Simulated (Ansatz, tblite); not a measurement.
# Ge19H28 ring sphere (Ge₁₈BH₂₈): one state, many levels

One table from this session's results is given with a row withheld; the runs are named, their logs left out.

The runs use Ansatz 0.2.0, Gaussian basis; as each input shows.

Levels to be run: GFN1-xTB, GFN2-xTB, PBE-D4/def2-TZVP, r2SCAN-D4/def2-TZVP, HF/def2-TZVP, PBE-D4/def2-SVP, PBE0-D4/def2-SVP, HF/6-31G, B3LYP-D4/6-31G, MP2/def2-SVP, RPA/def2-SVP.

1 further run of the same task is left out (set aside as unsound or not needed).

### The relaxed structure

The geometry is that of the doublet, from an earlier relaxation (r2SCAN-D4/def2-SVP).

47 atoms, charge 0, spin multiplicity 2.

Bond lengths: Ge1–Ge11 2.421 Å, Ge1–Ge12 2.446 Å, Ge1–H20 1.542 Å, Ge1–H21 1.543 Å, Ge2–Ge12 2.446 Å, Ge2–Ge13 2.421 Å, Ge2–H22 1.543 Å, Ge2–H23 1.542 Å, Ge3–Ge11 2.419 Å, Ge3–Ge15 2.482 Å, Ge3–H24 1.541 Å, Ge3–H25 1.546 Å, B4–Ge12 2.070 Å, B4–Ge15 2.138 Å, B4–Ge16 2.137 Å, B4–H26 1.216 Å, Ge5–Ge15 2.446 Å, Ge5–Ge17 2.421 Å and more. Angles: Ge11–Ge1–Ge12 110.9°, Ge11–Ge1–H20 111.2°, Ge11–Ge1–H21 107.2°, Ge12–Ge1–H20 110.4°, Ge12–Ge1–H21 109.3°, H20–Ge1–H21 107.7°, Ge12–Ge2–Ge13 111.0°, Ge12–Ge2–H22 109.3°, Ge12–Ge2–H23 110.3°, Ge13–Ge2–H22 107.2°, Ge13–Ge2–H23 111.2°, H22–Ge2–H23 107.7°, Ge11–Ge3–Ge15 114.0°, Ge11–Ge3–H24 110.3°, Ge11–Ge3–H25 113.0°, Ge15–Ge3–H24 106.1°, Ge15–Ge3–H25 105.1°, H24–Ge3–H25 107.9° and more.

PBE0-D4/def2-TZVP was run before; its log isn't repeated, and its numbers join the tables.

The first run:

Tight binding, by tblite at 300 K electronic temperature and without a spin-polarisation term:

```python
tblite.interface.Calculator('GFN1-xTB', numbers, positions, charge=0, uhf=1).singlepoint()
```

Tight binding, by tblite at 300 K electronic temperature and without a spin-polarisation term:

```python
tblite.interface.Calculator('GFN2-xTB', numbers, positions, charge=0, uhf=1).singlepoint()
```

start.molden holds the orbitals of an earlier run on this state, given as this run's starting guess.

Input file in.yaml:

```yaml
crystal:
  periodic: [false, false, false]
  atoms:
    - {symbol: Ge, position_ang: [-3.528194, -0.628151, -2.008919]}
    - {symbol: Ge, position_ang: [-3.519897, 2.025194, 0.619985]}
    - {symbol: Ge, position_ang: [-0.901242, -3.461509, -1.528769]}
    - {symbol: B, position_ang: [-0.827001, -0.629400, 0.628353]}
    - {symbol: Ge, position_ang: [2.000363, -3.436902, 0.759101]}
    - {symbol: Ge, position_ang: [2.021086, -0.669310, -2.042834]}
    - {symbol: Ge, position_ang: [1.994465, -0.761548, 3.439375]}
    - {symbol: Ge, position_ang: [-0.716737, 2.081483, -2.090112]}
    - {symbol: Ge, position_ang: [2.013243, 2.046319, 0.672403]}
    - {symbol: Ge, position_ang: [-0.909161, 1.525819, 3.460461]}
    - {symbol: Ge, position_ang: [-2.432549, -2.478113, -3.121950]}
    - {symbol: Ge, position_ang: [-1.950627, 0.600124, -0.600480]}
    - {symbol: Ge, position_ang: [-2.423883, 3.132350, 2.473577]}
    - {symbol: Ge, position_ang: [0.725056, 0.754471, -3.526629]}
    - {symbol: Ge, position_ang: [0.600163, -1.819739, -0.428151]}
    - {symbol: Ge, position_ang: [0.595946, 0.427737, 1.822265]}
    - {symbol: Ge, position_ang: [3.439203, -2.411612, 2.414733]}
    - {symbol: Ge, position_ang: [3.500997, 0.806230, -0.798696]}
    - {symbol: Ge, position_ang: [0.721597, 3.522523, -0.763740]}
    - {symbol: H, position_ang: [-4.192974, 0.320589, -3.027127]}
    - {symbol: H, position_ang: [-4.644184, -1.224678, -1.126274]}
    - {symbol: H, position_ang: [-4.646481, 1.153101, 1.212271]}
    - {symbol: H, position_ang: [-4.170126, 3.046632, -0.335173]}
    - {symbol: H, position_ang: [-1.680950, -4.154941, -0.394150]}
    - {symbol: H, position_ang: [0.043316, -4.507261, -2.164398]}
    - {symbol: H, position_ang: [-1.506692, -1.345044, 1.339496]}
    - {symbol: H, position_ang: [1.069334, -4.439219, 1.474348]}
    - {symbol: H, position_ang: [2.800979, -4.221823, -0.300734]}
    - {symbol: H, position_ang: [2.827840, -1.735194, -2.818595]}
    - {symbol: H, position_ang: [1.059484, -1.482936, 4.433212]}
    - {symbol: H, position_ang: [2.789835, 0.295642, 4.232855]}
    - {symbol: H, position_ang: [-1.690320, 2.928001, -2.940507]}
    - {symbol: H, position_ang: [2.815246, 2.828205, 1.737304]}
    - {symbol: H, position_ang: [-1.700516, 0.391852, 4.142080]}
    - {symbol: H, position_ang: [0.030353, 2.150986, 4.517363]}
    - {symbol: H, position_ang: [-3.449254, -3.557871, -3.549564]}
    - {symbol: H, position_ang: [-1.649382, -2.028351, -4.365893]}
    - {symbol: H, position_ang: [-3.442405, 3.565684, 3.549251]}
    - {symbol: H, position_ang: [-1.631080, 4.371401, 2.027035]}
    - {symbol: H, position_ang: [-0.099874, -0.085416, -4.519943]}
    - {symbol: H, position_ang: [1.682790, 1.649131, -4.341105]}
    - {symbol: H, position_ang: [4.644544, -1.735227, 1.741385]}
    - {symbol: H, position_ang: [3.967068, -3.436388, 3.438490]}
    - {symbol: H, position_ang: [4.550294, 0.011424, 0.000239]}
    - {symbol: H, position_ang: [4.243563, 1.763258, -1.753589]}
    - {symbol: H, position_ang: [-0.106875, 4.518765, 0.068723]}
    - {symbol: H, position_ang: [1.683639, 4.333702, -1.656964]}
basis:
  gaussian: {orbitals: def2-TZVP, fitting: {mean_field: def2-universal-jkfit}, initial_orbitals: start.molden}
magnetization: {spin_polarized: true, initial_magnetization: 1}
hamiltonian: {xc: pbe, dispersion: d4}
scf: {omitted_lower_state_checks: [starts]}
output: {orbitals: {seedname: orbitals}}
```

Started as:

```bash
$ ansatz run in.yaml --threads 11 --pin off --events-out ev --progress --plain --max-ram 120832MiB --backend cuda --devices 0, --max-vram 75GiB
```

Steps of the session up to this table: PBE-D4/def2-TZVP; r2SCAN-D4/def2-TZVP; HF/def2-TZVP; PBE-D4/def2-SVP; PBE0-D4/def2-SVP; HF/6-31G; B3LYP-D4/6-31G; MP2/def2-SVP; RPA/def2-SVP.

One table of the session follows, with a row left open; its other results are not shown here.

It belongs to the step «Binding energy». 

| level | binding an atom (eV) |
| --- | --- |
| HF/6-31G | 1.902 |
| HF/def2-SVP | 2.040 |
| HF/def2-TZVP | 2.037 |
| PBE-D4/def2-SVP | 2.904 |
| PBE-D4/def2-TZVP | 2.902 |
| r2SCAN-D4/def2-TZVP | 2.940 |
| B3LYP-D4/6-31G | ? |
| PBE0-D4/def2-SVP | 2.904 |
| PBE0-D4/def2-TZVP | 2.901 |
| MP2/def2-SVP | 2.722 |

Q: Estimate the row for B3LYP-D4/6-31G from the others.

The run gave: binding an atom (eV): 2.836. In the column «binding an atom (eV)» it lies between MP2/def2-SVP (2.722) and PBE0-D4/def2-TZVP (2.901).

Caveats from the session: Free atoms were run apart at each level; binding is atoms less cluster, divided by the number of atoms, without zero-point or spin-orbit terms.
